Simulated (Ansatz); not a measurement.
**GaHOF (doublet): from Hartree-Fock to the top rungs, cc-pVTZ**

The task here is to estimate one member of a computed series from the others.

Program: Ansatz 0.2.0, Gaussian basis. Level of theory: cc-pVTZ, core rule «outside noble gas», up to 16 orbitals frozen. These are calculated values, not measurements.

To be run: UHF; CCSD(T) on ROHF; CCSD(T) on UHF; BCCD(T) on ROHF; CCSDT(Q) on ROHF; CCSDT(Q) on UHF.

6 further runs of the same task are left out: 1 for a known fault of the program, 5 set aside as unsound or not needed. Runs told in other sessions of the task aren't counted.

## The system

The geometry is a PBE0/def2-TZVP stationary point (not a proven minimum). No spin-orbit coupling is included. The filled d shell of Ga may be among the frozen orbitals whatever the setting's name suggests.

4 atoms, charge 0, spin multiplicity 2.

Atoms are counted from 1 here; the program's logs count them from 0.

Bond lengths: F1–Ga2 1.760 Å, Ga2–O3 1.795 Å, O3–H4 0.961 Å. Angles: F1–Ga2–O3 114.8°, Ga2–O3–H4 113.8°.

The first run:

File in.yaml:

```yaml
crystal:
  periodic: [false, false, false]
  atoms:
    - {symbol: F, position_ang: [0.000000, -0.613878, 1.472476]}
    - {symbol: Ga, position_ang: [0.000000, 0.320760, -0.018355]}
    - {symbol: O, position_ang: [0.000000, -0.660347, -1.521903]}
    - {symbol: H, position_ang: [0.000000, -0.135382, -2.326935]}
basis:
  gaussian: {orbitals: cc-pVTZ}
magnetization: {spin_polarized: true, initial_magnetization: 1}
hamiltonian: {xc: hf}
output: {orbitals: {seedname: orbitals}}
```

On the command line:

```bash
> ansatz run in.yaml --threads 1 --pin off --events-out ev --progress --plain --max-ram 4096MiB --backend cpu
```

Among the steps run: UHF; CCSD(T) on ROHF; CCSD(T) on UHF; BCCD(T) on ROHF; CCSDT(Q) on ROHF; CCSDT(Q) on UHF.

One of the session's tables, all rows but one given; the rest of the session is left out.

| method | from UCCSDT(Q) (kcal/mol) |
| --- | --- |
| ROHF | +365.28 |
| UHF | +364.10 |
| RMP2 | +12.94 |
| UMP2 | ? |
| RCCSD | +13.08 |
| UCCSD | +12.84 |
| RCCSD(T) | +1.01 |
| UCCSD(T) | +0.82 |
| BCCD(T) | +0.89 |
| RCCSDT | +0.85 |
| UCCSDT | +0.65 |
| RCCSDT(Q) | +0.34 |
| UCCSDT(Q) | 0 |

**Question.** Estimate the row for UMP2.

The run gave: from UCCSDT(Q) (kcal/mol): +12.69. In the column «from UCCSDT(Q) (kcal/mol)» it lies between RCCSD(T) (+1.01) and UCCSD (+12.84).

With the free atoms at the same levels and basis (separate runs), the atomisation energy is 12.672 eV at UCCSDT(Q), 12.661 eV at RCCSD(T), 12.661 eV at UCCSD(T), 8.783 eV at ROHF.

To keep in mind: Restricted and unrestricted rows rest on different reference determinants; a gap between their highest levels can come from leftover correlation error, from unlike frozen cores or from another state.
